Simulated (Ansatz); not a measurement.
This script drives Ansatz's Python interface.

`yge.cif`
```cif
data_YGe
_cell_length_a 5.773930
_cell_length_b 5.773930
_cell_length_c 3.954599
_cell_angle_alpha 90.00000
_cell_angle_beta 90.00000
_cell_angle_gamma 136.46352
_symmetry_space_group_name_H-M 'P 1'
_symmetry_Int_Tables_number 1
loop_
_symmetry_equiv_pos_as_xyz
'x, y, z'
loop_
_atom_site_label
_atom_site_type_symbol
_atom_site_fract_x
_atom_site_fract_y
_atom_site_fract_z
Y1 Y    0.138606    0.861394    0.250000
Y2 Y    0.861394    0.138606    0.750000
Ge3 Ge    0.415618    0.584382    0.250000
Ge4 Ge    0.584382    0.415618    0.750000
```

`run_terms.py`
```python
"""Dispersion, smearing and cutoff parts of the energy of YGe."""

import ansatz as az
from ase.io import read

OCCUPATIONS = "Methfessel-Paxton"
SIGMA = 0.1


def main() -> None:
    atoms = read("yge.cif")
    system = az.Crystal.from_ase(atoms)

    calc = system.calculation().kpoints(7).occupations(OCCUPATIONS, width=SIGMA)
    with_term = calc.functional("pbesol", dispersion="d3bjatm").basis(340).cutoff_correction(590).run().report
    without = calc.functional("pbesol").basis(340).run().report
    finer = calc.functional("pbesol").basis(590).run().report
    removed = az.free_energy_without(with_term, az.EnergyTerm.DISPERSION)
    print(f"dispersion term            {with_term['components']['e_disp']:.5f} eV")
    print(f"F less dispersion          {removed:.5f} eV, run without it {without['free_energy_ev']:.5f} eV")
    print(f"F less smearing term       {az.free_energy_without(without, az.EnergyTerm.SMEARING):.5f} eV")
    print(f"estimated gain to 590 eV   {with_term['cutoff_correction']['energy_ev']:.5f} eV, found {finer['free_energy_ev'] - without['free_energy_ev']:.5f} eV")


if __name__ == "__main__":
    main()
```

It is started by `python run_terms.py`. How long does it take on 1 thread of Arm Neoverse V2, on a shared host, and how much memory does it need?

It took about 22 s, with a peak of 0.63 GiB, for 3 runs of the engine.

Output of `python run_terms.py`:
```text
DeckWarning: basis.ecutwfc = 340 eV is below the records' recommended 420 eV, and the density's cutoff is lower with it unless basis.ecutrho_ratio is high enough to keep the records' density cutoff: compare with a run at a higher cutoff
dispersion term            -1.50073 eV
F less dispersion          -16100.98305 eV, run without it -16100.98305 eV
F less smearing term       -16100.98316 eV
estimated gain to 590 eV   -0.03374 eV, found -0.03297 eV
```
(Warnings from the package without file and line.)

Total energies depend on the potentials; only differences at equal settings carry meaning. A total without «per atom» is that of the whole cell that was run. The cutoff lies under the one recommended for these potentials in some of the runs. Dispersion corrections can be off by several per cent in the lattices of metals, and by several GPa in the pressure at a fixed cell. For a metal this k-point mesh is coarse: on a finer one energies can move by several to tens of meV an atom and pressures by half a GPa or more, differences at one mesh by less. This cell is a computed structure, which may not be the phase found in nature.
